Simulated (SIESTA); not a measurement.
## Nb3Pd under changes of volume

One of the cells (17.681 Å³/atom); the others are scaled copies at fixed shape and fractional positions:

```xyz
4
Lattice="1.7340 -2.2320 0.0000 1.7340 2.2320 0.0000 0.0000 0.0000 9.1368" Properties=species:S:1:pos:R:3 pbc="T T T"
Pd    0.0000    0.0000    0.0000
Nb    1.7340    0.0000    2.1910
Nb    0.0000    0.0000    4.5684
Nb    1.7340    0.0000    6.9459
```

The cell comes from a database or a generator and needn't be the stable form of this composition.

```yaml
Program: SIESTA 5.4.2
Functional: PBEsol
Potentials_or_basis: PseudoDojo 0.4 standard (PBEsol files)
Basis: DZP (energy shift 0.003 Ry; two zetas on semicore shells)
Grid_cutoff: 800 Ry
Energy_shift: 0.003 Ry
k_mesh: 10 × 10 × 3
Occupations: fermi-dirac, width 0.05 eV
Spin: no spin polarisation
```

```csv
volume (Å³/atom),energy over the lowest point (meV/atom),pressure (GPa),largest force (eV/Å)
16.295,11.17,7.1,0.003
16.641,0.89,2.5,0.013
16.988,0.00,-1.6,0.019
17.681,?,?,?
18.028,44.58,-11.5,0.008
18.375,72.53,-14.2,0.003
```

Question: What does the run at 17.681 Å³/atom give?

Answer: Energy over the lowest point 22.70 meV/atom; pressure -8.6 GPa; largest force 0.011 eV/Å.

Worked out: A Birch-Murnaghan fit of order 3 (a polynomial in V^(-2/3)) to the other rows has its minimum at 16.85 Å³/atom with B0 = V·E''(V) = 198 GPa and B' = 4.4 at fixed shape and positions, which overstates the stiffness. It gives 22.68 meV/atom at 17.681 Å³/atom, against the run's 22.70, and -dE/dV = -8.6 GPa, against -8.6.

Energies are extrapolated to zero smearing.

Caveats: the basis of atomic orbitals isn't converged, which shifts pressures, moduli and gaps.
